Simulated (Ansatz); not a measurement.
**F on a Mo(100) slab cut from the Im-3m phase: a probe moved over the surface at fixed height, part 1 of 2**

A grid of calculations on F on a Mo(100) slab cut from the Im-3m phase (16 atoms of substrate and one adsorbate in a 2 × 2 cell), to see where the energy is lowest and how it rises around there.

The COD entry's cell or inner coordinates are ideal or old and differ from later refinements, so a difference from it is no clean test against experiment.

Program: Ansatz 0.2.0. Level of theory: DFT PBE+D3(BJ), scalar-relativistic, plane waves, PAW. These are calculated values, not measurements.

3 further runs of the same task are left out: 3 set aside as unsound or not needed. Runs told in other sessions of the task aren't counted.

## 1. The starting structure

Symmetry: Im-3m, No. 229, cubic system. The conventional cell has a = 3.130 Å, b = 3.130 Å, c = 3.130 Å, α = 90.00°, β = 90.00°, γ = 90.00°. Mo (site symmetry m-3m) has 8 Mo at 2.71 Å in its first shell of neighbours.

Structure file:

```cif
data_structure
_symmetry_space_group_name_H-M 'Im-3m'
_symmetry_Int_Tables_number 229
_cell_length_a 3.1303
_cell_length_b 3.1303
_cell_length_c 3.1303
_cell_angle_alpha 90.000
_cell_angle_beta 90.000
_cell_angle_gamma 90.000
_cell_volume 30.67
loop_
_atom_site_label
_atom_site_type_symbol
_atom_site_symmetry_multiplicity
_atom_site_Wyckoff_symbol
_atom_site_fract_x
_atom_site_fract_y
_atom_site_fract_z
_atom_site_occupancy
Mo1 Mo 2 a 0.00000 0.00000 0.00000 1
```

It is the result of an earlier relaxation at this level (volume 15.34 Å³/atom; gap on the mesh: none (metal)).

## 2. Setting up the map

Atoms count from 1 in the order of the input.

F is moved over the surface cell at a fixed height above a rigid substrate; the origin of the map has the adsorbate above Mo13; the height is held at 3.10 Å.

- position of F17 along the first surface vector, from above Mo13: 8 values from 0.000 to 0.875, periodic
- position of F17 along the second surface vector, from above Mo13: 8 values from 0.000 to 0.875, periodic

Nothing else is relaxed. Points are written as (first, second).

The two vectors of the plane (Å): (3.130, 0.000, 0.000); (0.000, 3.130, 0.000).

Below, 8 of the grid's runs; all are launched alike.

## 3. Point (2/8, 2/8) of the map's two axes

A dipole layer in the vacuum cancels the field that periodic copies would set up if the slab's two faces differ.

Input file input.yaml:

```yaml
crystal:
  lattice:
    - [6.2605007525, 0.0, 0.0]
    - [0.0, 6.2605007525, 0.0]
    - [0.0, 0.0, 21.9767982496]
  atoms:
    - { symbol: Mo, position: [0.25, 0.25, 0.1820101343] }
    - { symbol: Mo, position: [0.25, 0.75, 0.1820101343] }
    - { symbol: Mo, position: [0.75, 0.25, 0.1820101343] }
    - { symbol: Mo, position: [0.75, 0.75, 0.1820101343] }
    - { symbol: Mo, position: [0.0, 0.0, 0.2532272957] }
    - { symbol: Mo, position: [0.0, 0.5, 0.2532272957] }
    - { symbol: Mo, position: [0.5, 0.0, 0.2532272957] }
    - { symbol: Mo, position: [0.5, 0.5, 0.2532272957] }
    - { symbol: Mo, position: [0.25, 0.25, 0.3271327589] }
    - { symbol: Mo, position: [0.25, 0.75, 0.3271327589] }
    - { symbol: Mo, position: [0.75, 0.25, 0.3271327589] }
    - { symbol: Mo, position: [0.75, 0.75, 0.3271327589] }
    - { symbol: Mo, position: [0.0, 0.0, 0.3902660502] }
    - { symbol: Mo, position: [0.0, 0.5, 0.3902660502] }
    - { symbol: Mo, position: [0.5, 0.0, 0.3902660502] }
    - { symbol: Mo, position: [0.5, 0.5, 0.3902660502] }
    - { symbol: F, position: [0.125, 0.125, 0.5313239043] }
basis:
  ecutwfc: 420
kpoints:
  mp_grid: { grid: [5, 5, 1] }
hamiltonian:
  xc: pbe
  pseudopotentials: { kind: paw, azcp: { folder: soft_1 } }
  dispersion: d3bj
scf:
  occupations: { method: gaussian, width: 0.1 }
output:
  forces: true
  eigenvalues: true
efield:
  axis: 3
  dipole_correction: true
  ramp_width: 0.04
```

On the command line:

```console
ansatz run input.yaml --threads 4 --pin off --max-ram 12288MiB --backend cpu --events-out ev --progress --plain --runs-dir out
```

Log (excerpt; [...] marks lines left out):

```text
Warning: RAYON_NUM_THREADS=4 ignored (pool sized by the plan → 4); use --threads N
[...]
Pseudopotentials: kind: paw
Pseudopotential: Mo, paw, valence charge 14, recommended cutoff 420 eV (normal), <dir>
Pseudopotential: F, paw, valence charge 7, recommended cutoff 420 eV (normal), <dir>
Functional definition: PBE
[...]
Crystal: 17 atoms, lattice volume = 861.356 Å³
Basis set: ecut = 420 eV, 16941 PW (Γ), exchange–correlation on 90×90×300 points (8 copies of the dense FFT grid, shifted against one another)
Bands: 139, of which v1, the nominal top of the filled ones, is band 116 counted from 1 (115 counted from 0)
Symmetry: 2 space group operations
Space group: Cm (ITA 8), of the structure as read, at distance tolerance 9.5e-5 Å
k-points: 9 of 25 (time reversal used)
[...]
SCF iter   1: F=—  HF=-80113.527630 eV  |F-HF|=—  |Δ(HF+E_count)|=         —  Δρ=6.63e-2  dr2=1.30e2  ethr=3.10e-3  p=-0.000 e·Å  D=-5.12e-9 V/Å  ΔV_dip=0.00 eV  dr2_dipole=1.48e1  V_vac-E_F(+/−)=6.19/6.19 eV  ⟨swp⟩=8.9  Hψ=6187  notcnv=0
[...]
SCF iter  25: F=-80094.619005 eV  HF=-80094.619005 eV  |F-HF|=3.36e-8  |Δ(HF+E_count)|=   1.04e-7  Δρ=1.69e-6  dr2=5.43e-8  ethr=4.33e-11  p=-0.843 e·Å  D=-1.77e-1 V/Å  ΔV_dip=3.89 eV  dr2_dipole=1.21e-8  V_vac-E_F(+/−)=7.74/3.85 eV  ⟨swp⟩=16.2  Hψ=7524  notcnv=0
[...]
SCF converged after 25 iterations
Free energy (F): -80094.619005 eV
[...]
E sigma→0 (E₀):  -80094.569406 eV
Entropy (-TS):   -0.099197 eV (-5.835 meV/atom)
Fermi energy:    2.080100 eV
Dipole field:    D = -0.176964 V/Å  (p = -0.842375 e·Å, saw-weighted, corrected)
Work function:   Φ+ = 7.7395 eV   Φ− = 3.8504 eV
Levels:          The Fermi level and band energies are counted from a zero that moves with the ramp; work functions are not
[...]
--- Forces (eV/Å), atoms counted from 1 ---
  atom   1  Mo     0.00630201     0.00630201     1.62332062
  atom   2  Mo     0.00708442    -0.00525313     1.60336176
  atom   3  Mo    -0.00525313     0.00708442     1.60336176
  atom   4  Mo    -0.00733978    -0.00733978     1.61935065
  atom   5  Mo    -0.01507503    -0.01507503    -1.68891119
  atom   6  Mo    -0.01363618     0.01637969    -1.67582200
  atom   7  Mo     0.01637969    -0.01363618    -1.67582200
  atom   8  Mo     0.01601467     0.01601467    -1.70614185
[...]
--- Band table (eV; the first three rows and the last of 9) ---
[...]
```

Run time: 70 s. Hardware: 4 threads of Arm Neoverse V2, shared host; peak memory 2.5 GiB.

From the log: work function 7.74 eV (top face), 3.85 eV (bottom face); dipole along +c -0.842 e·Å per cell.

## 4. The run at (2/8, 4/8) of the map's two axes

Edit input.yaml of step 3 so:

```diff
@@ -22,3 +22,3 @@
     - { symbol: Mo, position: [0.5, 0.5, 0.3902660502] }
-    - { symbol: F, position: [0.125, 0.125, 0.5313239043] }
+    - { symbol: F, position: [0.125, 0.25, 0.5313239043] }
 basis:
```

On the command line:

```console
ansatz run input.yaml --threads 4 --pin off --max-ram 12288MiB --backend cpu --events-out ev --progress --plain --runs-dir out
```

Log (excerpt; [...] marks lines left out):

```text
[...]
SCF converged after 25 iterations
Free energy (F): -80094.553775 eV
[...]
E sigma→0 (E₀):  -80094.503941 eV
Entropy (-TS):   -0.099667 eV (-5.863 meV/atom)
Fermi energy:    2.073680 eV
Dipole field:    D = -0.177799 V/Å  (p = -0.846350 e·Å, saw-weighted, corrected)
Work function:   Φ+ = 7.7576 eV   Φ− = 3.8502 eV
Levels:          The Fermi level and band energies are counted from a zero that moves with the ramp; work functions are not
[...]
--- Forces (eV/Å), atoms counted from 1 ---
  atom   1  Mo     0.00493653     0.00000000     1.62806672
  atom   2  Mo     0.00544851     0.00000000     1.60035817
  atom   3  Mo    -0.00274597     0.00000000     1.59981491
  atom   4  Mo    -0.00592138     0.00000000     1.62200677
  atom   5  Mo    -0.01210631    -0.02201528    -1.67692574
  atom   6  Mo    -0.01210631     0.02201528    -1.67692574
  atom   7  Mo     0.01409762    -0.02147307    -1.69142652
  atom   8  Mo     0.01409762     0.02147307    -1.69142652
[...]
--- Band table (eV; the first three rows and the last of 9) ---
[...]
```

It took 63 s on 4 threads of Arm Neoverse V2, shared host; peak memory 2.5 GiB.

Read from this run: work function 7.76 eV (top face), 3.85 eV (bottom face); dipole along +c -0.846 e·Å per cell.

## 5. Point (4/8, 4/8) of the map's two axes

Edit input.yaml of step 4 so:

```diff
@@ -22,3 +22,3 @@
     - { symbol: Mo, position: [0.5, 0.5, 0.3902660502] }
-    - { symbol: F, position: [0.125, 0.25, 0.5313239043] }
+    - { symbol: F, position: [0.25, 0.25, 0.5313239043] }
 basis:
```

On the command line:

```console
ansatz run input.yaml --threads 4 --pin off --max-ram 12288MiB --backend cpu --events-out ev --progress --plain --runs-dir out
```

Log (excerpt; [...] marks lines left out):

```text
Warning: RAYON_NUM_THREADS=4 ignored (pool sized by the plan → 4); use --threads N
[...]
[... 4 set-up lines as earlier in the session ...]
[...]
Crystal: 17 atoms, lattice volume = 861.356 Å³
Basis set: ecut = 420 eV, 16941 PW (Γ), exchange–correlation on 90×90×300 points (8 copies of the dense FFT grid, shifted against one another)
Bands: 139, of which v1, the nominal top of the filled ones, is band 116 counted from 1 (115 counted from 0)
Symmetry: 8 space group operations
Space group: P4mm (ITA 99), of the structure as read, at distance tolerance 9.5e-5 Å
k-points: 6 of 25
[...]
SCF converged after 29 iterations
Free energy (F): -80094.498901 eV
[...]
E sigma→0 (E₀):  -80094.449243 eV
Entropy (-TS):   -0.099315 eV (-5.842 meV/atom)
Fermi energy:    2.070261 eV
Dipole field:    D = -0.178179 V/Å  (p = -0.848160 e·Å, saw-weighted, corrected)
Work function:   Φ+ = 7.7666 eV   Φ− = 3.8508 eV
Levels:          The Fermi level and band energies are counted from a zero that moves with the ramp; work functions are not
[...]
--- Forces (eV/Å), atoms counted from 1 ---
  atom   1  Mo    -0.00000000     0.00000000     1.63461353
  atom   2  Mo    -0.00000000     0.00000000     1.59678835
  atom   3  Mo     0.00000000     0.00000000     1.59678835
  atom   4  Mo     0.00000000     0.00000000     1.62702663
  atom   5  Mo    -0.01926396    -0.01926396    -1.68302165
  atom   6  Mo    -0.01926396     0.01926396    -1.68302165
  atom   7  Mo     0.01926396    -0.01926396    -1.68302165
  atom   8  Mo     0.01926396     0.01926396    -1.68302165
[...]
--- Band table (eV; the first three rows and the last of 6) ---
[...]
```

It took 52 s on 4 threads of Arm Neoverse V2, shared host; peak memory 2.3 GiB.

This gives work function 7.77 eV (top face), 3.85 eV (bottom face); dipole along +c -0.848 e·Å per cell.

## 6. Point (1/8, 2/8) of the map's two axes

Edit input.yaml of step 5 so:

```diff
@@ -22,3 +22,3 @@
     - { symbol: Mo, position: [0.5, 0.5, 0.3902660502] }
-    - { symbol: F, position: [0.25, 0.25, 0.5313239043] }
+    - { symbol: F, position: [0.0625, 0.125, 0.5313239043] }
 basis:
```

On the command line:

```console
ansatz run input.yaml --threads 4 --pin off --max-ram 12288MiB --backend cpu --events-out ev --progress --plain --runs-dir out
```

Log (excerpt; [...] marks lines left out):

```text
[...]
SCF converged after 26 iterations
Free energy (F): -80094.665299 eV
[...]
E sigma→0 (E₀):  -80094.615802 eV
Entropy (-TS):   -0.098993 eV (-5.823 meV/atom)
Fermi energy:    2.084285 eV
Dipole field:    D = -0.176512 V/Å  (p = -0.840224 e·Å, saw-weighted, corrected)
Work function:   Φ+ = 7.7287 eV   Φ− = 3.8495 eV
Levels:          The Fermi level and band energies are counted from a zero that moves with the ramp; work functions are not
[...]
--- Forces (eV/Å), atoms counted from 1 ---
  atom   1  Mo     0.00763507     0.00740479     1.61823588
  atom   2  Mo     0.00891296    -0.00699379     1.60736584
  atom   3  Mo    -0.00685463     0.00795581     1.60731671
  atom   4  Mo    -0.00905590    -0.00810665     1.61602807
  atom   5  Mo    -0.00817139    -0.01745026    -1.69567668
  atom   6  Mo    -0.00707994     0.01817626    -1.67061309
  atom   7  Mo     0.00890960    -0.01429015    -1.67703514
  atom   8  Mo     0.00864949     0.01696708    -1.71054940
[...]
--- Band table (eV; the first three rows and the last of 13) ---
[...]
```

Wall time 1.7 min (4 threads of Arm Neoverse V2, shared host); peak memory 2.7 GiB.

Read from this run: work function 7.73 eV (top face), 3.85 eV (bottom face); dipole along +c -0.840 e·Å per cell.

## 7. The run at (1/8, 4/8) of the map's two axes

Edit input.yaml of step 6 so:

```diff
@@ -22,3 +22,3 @@
     - { symbol: Mo, position: [0.5, 0.5, 0.3902660502] }
-    - { symbol: F, position: [0.0625, 0.125, 0.5313239043] }
+    - { symbol: F, position: [0.0625, 0.25, 0.5313239043] }
 basis:
@@ -36,2 +36,6 @@
   eigenvalues: true
+  write_density: true
+  write_potential: true
+  elf: true
+  volumetric_format: npy
 efield:
```

On the command line:

```console
ansatz run input.yaml --threads 4 --pin off --max-ram 12288MiB --backend cpu --events-out ev --progress --plain --runs-dir out
```

Log (excerpt; [...] marks lines left out):

```text
[...]
WARN: The output density's exchange-correlation potential varies sharply where the density is thin. Do not read a vacuum level from v_tot or v_xc, or from such a field of the output density. On a cell that repeats whose density bears no net charge and no dipole along the vacuum's axis use [...]
SCF converged after 24 iterations
Free energy (F): -80094.593009 eV
[...]
E sigma→0 (E₀):  -80094.543085 eV
Entropy (-TS):   -0.099848 eV (-5.873 meV/atom)
Fermi energy:    2.075890 eV
Dipole field:    D = -0.177522 V/Å  (p = -0.845033 e·Å, saw-weighted, corrected)
Work function:   Φ+ = 7.7513 eV   Φ− = 3.8500 eV
Levels:          The Fermi level and band energies are counted from a zero that moves with the ramp; work functions are not
[...]
--- Forces (eV/Å), atoms counted from 1 ---
  atom   1  Mo     0.00504505     0.00000000     1.62071711
  atom   2  Mo     0.00643282     0.00000000     1.60494279
  atom   3  Mo    -0.00352484     0.00000000     1.60488416
  atom   4  Mo    -0.00675918     0.00000000     1.61667951
  atom   5  Mo    -0.00619967    -0.02441062    -1.67611570
  atom   6  Mo    -0.00619967     0.02441062    -1.67611570
  atom   7  Mo     0.00756637    -0.02250195    -1.69409597
  atom   8  Mo     0.00756637     0.02250195    -1.69409597
[...]
--- Band table (eV; the first three rows and the last of 9) ---
[...]
```

Wall time 85 s (4 threads of Arm Neoverse V2, shared host); peak memory 2.7 GiB.

This gives work function 7.75 eV (top face), 3.85 eV (bottom face); dipole along +c -0.845 e·Å per cell.

Density in a lattice plane of the grid's cell (edges 6.26 and 21.98 Å, at 0.250 of the third edge), which holds Mo and F.

Values in e/Å³, 12 rows by 6 columns:
```
0.00 0.00 0.00 0.00 0.00 0.00
0.00 0.00 0.00 0.00 0.00 0.00
0.00 0.00 0.00 0.00 0.00 0.00
0.00 0.00 0.00 0.00 0.00 0.00
0.07 0.04 0.00 0.00 0.00 0.01
0.67 0.31 0.01 0.00 0.00 0.02
0.13 0.10 0.10 0.14 0.10 0.10
0.26 4.27 4.27 0.26 4.27 4.27
0.24 0.26 0.26 0.24 0.26 0.26
0.18 3.50 3.50 0.18 3.50 3.50
0.01 0.01 0.01 0.01 0.01 0.01
0.00 0.00 0.00 0.00 0.00 0.00
```
Columns run along the first of these edges and rows up along the second, over one cell in 6 and 12 even steps from the bottom left corner. Atoms in the plane (fractional): Mo at (0.25, 0.18), Mo at (0.75, 0.18), Mo at (0.25, 0.33), Mo at (0.75, 0.33), F at (0.06, 0.53).

ELF in the same plane.

Values, 12 rows by 6 columns:
```
0.00 0.00 0.00 0.00 0.00 0.00
0.00 0.00 0.00 0.00 0.00 0.00
0.00 0.00 0.00 0.00 0.00 0.00
0.00 0.00 0.00 0.00 0.00 0.00
0.34 0.26 0.03 0.00 0.00 0.06
0.71 0.60 0.04 0.01 0.01 0.11
0.24 0.34 0.38 0.31 0.40 0.38
0.36 0.68 0.67 0.36 0.67 0.68
0.34 0.42 0.42 0.34 0.42 0.42
0.31 0.70 0.70 0.31 0.70 0.70
0.12 0.04 0.04 0.12 0.04 0.04
0.00 0.00 0.00 0.00 0.00 0.00
```
Columns run along the first of these edges and rows up along the second, over one cell in 6 and 12 even steps from the bottom left corner. Atoms in the plane (fractional): Mo at (0.25, 0.18), Mo at (0.75, 0.18), Mo at (0.25, 0.33), Mo at (0.75, 0.33), F at (0.06, 0.53).

Both are smooth fields of the valence electrons: close to the nuclei they are not physical.

Maxima of ELF outside the ion cores: 0.82 in the shell around F, 0.6 Å from F; 0.48 between the atoms, 1.6 Å from Mo.

## 8. Point (2/8, 3/8) of the map's two axes

Edit input.yaml of step 7 so:

```diff
@@ -22,3 +22,3 @@
     - { symbol: Mo, position: [0.5, 0.5, 0.3902660502] }
-    - { symbol: F, position: [0.0625, 0.25, 0.5313239043] }
+    - { symbol: F, position: [0.125, 0.1875, 0.5313239043] }
 basis:
@@ -36,6 +36,2 @@
   eigenvalues: true
-  write_density: true
-  write_potential: true
-  elf: true
-  volumetric_format: npy
 efield:
```

On the command line:

```console
ansatz run input.yaml --threads 4 --pin off --max-ram 12288MiB --backend cpu --events-out ev --progress --plain --runs-dir out
```

Log (excerpt; [...] marks lines left out):

```text
[...]
SCF converged after 28 iterations
Free energy (F): -80094.572848 eV
[...]
E sigma→0 (E₀):  -80094.523098 eV
Entropy (-TS):   -0.099500 eV (-5.853 meV/atom)
Fermi energy:    2.075641 eV
Dipole field:    D = -0.177568 V/Å  (p = -0.845251 e·Å, saw-weighted, corrected)
Work function:   Φ+ = 7.7524 eV   Φ− = 3.8500 eV
Levels:          The Fermi level and band energies are counted from a zero that moves with the ramp; work functions are not
[...]
--- Forces (eV/Å), atoms counted from 1 ---
  atom   1  Mo     0.00531816     0.00358930     1.62682963
  atom   2  Mo     0.00596691    -0.00289578     1.60107119
  atom   3  Mo    -0.00350730     0.00399382     1.60069874
  atom   4  Mo    -0.00635364    -0.00421975     1.62136703
  atom   5  Mo    -0.01283058    -0.01984417    -1.68169386
  atom   6  Mo    -0.01272431     0.02098037    -1.67530633
  atom   7  Mo     0.01466223    -0.01880481    -1.68321492
  atom   8  Mo     0.01479782     0.02061378    -1.69942085
[...]
--- Band table (eV; the first three rows and the last of 13) ---
[...]
```

Wall time 1.8 min (4 threads of Arm Neoverse V2, shared host); peak memory 2.8 GiB.

Read from this run: work function 7.75 eV (top face), 3.85 eV (bottom face); dipole along +c -0.845 e·Å per cell.

## 9. Grid point (3/8, 4/8) of the map's two axes

Edit input.yaml of step 8 so:

```diff
@@ -22,3 +22,3 @@
     - { symbol: Mo, position: [0.5, 0.5, 0.3902660502] }
-    - { symbol: F, position: [0.125, 0.1875, 0.5313239043] }
+    - { symbol: F, position: [0.1875, 0.25, 0.5313239043] }
 basis:
```

On the command line:

```console
ansatz run input.yaml --threads 4 --pin off --max-ram 12288MiB --backend cpu --events-out ev --progress --plain --runs-dir out
```

Log (excerpt; [...] marks lines left out):

```text
Warning: RAYON_NUM_THREADS=4 ignored (pool sized by the plan → 4); use --threads N
[...]
[... 4 set-up lines as earlier in the session ...]
[...]
Crystal: 17 atoms, lattice volume = 861.356 Å³
Basis set: ecut = 420 eV, 16941 PW (Γ), exchange–correlation on 90×90×300 points (8 copies of the dense FFT grid, shifted against one another)
Bands: 139, of which v1, the nominal top of the filled ones, is band 116 counted from 1 (115 counted from 0)
[... 1 set-up line as earlier in the session ...]
Space group: Pm (ITA 6), of the structure as read, at distance tolerance 9.5e-5 Å
k-points: 9 of 25 (time reversal used)
[...]
SCF converged after 28 iterations
Free energy (F): -80094.514907 eV
[...]
E sigma→0 (E₀):  -80094.465191 eV
Entropy (-TS):   -0.099433 eV (-5.849 meV/atom)
Fermi energy:    2.071304 eV
Dipole field:    D = -0.177999 V/Å  (p = -0.847304 e·Å, saw-weighted, corrected)
Work function:   Φ+ = 7.7632 eV   Φ− = 3.8513 eV
Levels:          The Fermi level and band energies are counted from a zero that moves with the ramp; work functions are not
[...]
--- Forces (eV/Å), atoms counted from 1 ---
  atom   1  Mo     0.00316902     0.00000000     1.63293503
  atom   2  Mo     0.00327560     0.00000000     1.59762777
  atom   3  Mo    -0.00158892     0.00000000     1.59739998
  atom   4  Mo    -0.00360774     0.00000000     1.62570736
  atom   5  Mo    -0.01688630    -0.01987497    -1.67922900
  atom   6  Mo    -0.01688630     0.01987497    -1.67922900
  atom   7  Mo     0.01832580    -0.02012114    -1.68747038
  atom   8  Mo     0.01832580     0.02012114    -1.68747038
[...]
--- Band table (eV; the first three rows and the last of 9) ---
[...]
```

It took 76 s on 4 threads of Arm Neoverse V2, shared host; peak memory 2.5 GiB.

From the log: work function 7.76 eV (top face), 3.85 eV (bottom face); dipole along +c -0.847 e·Å per cell.

(Continued in part 2 of 2.)
